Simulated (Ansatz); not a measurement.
**PbF4: geometry, orbitals and charge**

Aim: characterise PbF4 as a singlet: its structure, frontier levels and distribution of charge.

Method: RKS PBE0-D4/def2-TZVP; program: Ansatz 0.2.0, Gaussian basis.

Levels to be run: relaxation at PBE-D4/def2-SVP; a search for the lowest solution at PBE0-D4/def2-SVP; a single point at PBE0-D4/def2-TZVP.

### Step 1. Starting geometry

5 atoms, charge 0, spin multiplicity 1.

Atoms are counted from 1 here; the program's logs count them from 0.

Bond lengths: Pb1–F2 1.868 Å, Pb1–F3 1.868 Å, Pb1–F4 1.868 Å, Pb1–F5 1.868 Å. Angles: F2–Pb1–F3 109.5°, F2–Pb1–F4 109.5°, F2–Pb1–F5 109.4°, F3–Pb1–F4 109.5°, F3–Pb1–F5 109.5°, F4–Pb1–F5 109.5°.

Geometry (Å):

| atom | x (Å) | y (Å) | z (Å) |
| --- | --- | --- | --- |
| Pb1 | 0.0002 | 0.0003 | -0.0002 |
| F2 | 0.0100 | -0.0175 | 1.8676 |
| F3 | 1.7579 | 0.0100 | -0.6320 |
| F4 | -0.8877 | 1.5287 | -0.6038 |
| F5 | -0.8803 | -1.5214 | -0.6315 |

Pb takes a core potential in the def2 sets. No spin-orbit coupling is included.

The start is a GFN2-xTB geometry.

### Step 2. Relaxation at PBE-D4/def2-SVP

Input file in.yaml:

```yaml
crystal:
  periodic: [false, false, false]
  atoms:
    - {symbol: Pb, position_ang: [0.000160, 0.000280, -0.000230]}
    - {symbol: F, position_ang: [0.010020, -0.017510, 1.867620]}
    - {symbol: F, position_ang: [1.757860, 0.009950, -0.632030]}
    - {symbol: F, position_ang: [-0.887740, 1.528710, -0.603840]}
    - {symbol: F, position_ang: [-0.880300, -1.521430, -0.631510]}
basis:
  gaussian: {orbitals: def2-SVP}
hamiltonian: {xc: pbe, dispersion: d4}
scf: {omitted_lower_state_checks: [starts]}
output: {orbitals: {seedname: orbitals}}
relax: {f_tol: 0.02, max_steps: 100}
```

The run is started by

```
$ ansatz run in.yaml --threads 2 --pin off --events-out ev --progress --plain --max-ram 4352MiB
```

The runs that follow: Searching for the lowest solution, PBE0-D4/def2-SVP; Single point, PBE0-D4/def2-TZVP.

Q: Predict the results of all the runs planned. Wanted: point group; commonest bond; HOMO, LUMO at PBE0-D4/def2-TZVP; dipole at PBE-D4/def2-SVP.

The runs gave:

| quantity | value |
| --- | --- |
| point group | Td |
| commonest bond | F–Pb, 4 of mean length 2.038 Å |
| HOMO, LUMO at PBE0-D4/def2-TZVP | -12.14, -6.18 eV |
| dipole at PBE-D4/def2-SVP | 0.00 D |

In words: The molecule keeps its bonding pattern by the stored test; the atoms moved 0.15 Å (rms). No usable vibrations, so a minimum isn't proven. The HOMO lies nearest to 4 F atoms about 24 % each and the LUMO to Pb1 37 %; 4 F atoms about 16 % each.
